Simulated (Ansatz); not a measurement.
A run of Ansatz 0.2.0 is set up as follows.

File input.yaml:

```yaml
crystal:
  lattice:
    - [1.374219009, 0.7934057148, 11.3060975691]
    - [-1.374219009, 0.7934057148, 11.3060975691]
    - [0.0, -1.5868114295, 11.3060975691]
  atoms:
    - { symbol: Ir, position: [0.600296, 0.600296, 0.600296] }
    - { symbol: Ir, position: [0.199317, 0.199317, 0.199317] }
    - { symbol: Ir, position: [0.800683, 0.800683, 0.800683] }
    - { symbol: Ir, position: [0.399704, 0.399704, 0.399704] }
    - { symbol: Mo, position: [0.0, 0.0, 0.0] }
hamiltonian:
  xc: r2scan
  pseudopotentials: { kind: paw }
kpoints:
  mp_grid: { grid: [11, 11, 11] }
scf:
  occupations: { method: fermi_dirac, width: 0.05 }
output:
  forces: true
  stress: true
  eigenvalues: true
  write_density: true
  write_potential: true
  elf: true
  volumetric_format: npy
relax:
  f_tol: 0.01
  max_steps: 40
  cell: { stress_tol: 0.05 }
```

Potentials or basis: Ansatz PAW.

The run is started by

```console
$ ansatz run input.yaml --threads 2 --pin off --max-ram 5632MiB --backend cpu --events-out ev --progress --plain --runs-dir out
```

**Question.** Estimate the space group after relaxing (to 0.05 Å).

**Answer.** R-3m (No. 166).

**Question.** Predict the relaxed cell.

**Answer.** a = 11.329 Å, b = 11.329 Å, c = 11.329 Å, α = 13.82°, β = 13.82°, γ = 13.82°.

Step by step:
```csv
step,energy change (eV),largest force (eV/Å),volume (Å³)
1,0.0000,0.0707,73.96
2,-0.0447,0.0171,72.40
3,-0.0453,0.0019,72.23
4,-0.0442,0.0018,72.23
```

Caveat: the plane-wave basis is chosen anew once the cell has moved, so the energies of steps on either side of that aren't comparable; the PAW data sets come from PBE, with cores solved anew for the run's functional, which leaves a small shift of forces and pressure. Spin-orbit coupling is left out, which matters for the levels of Ir.
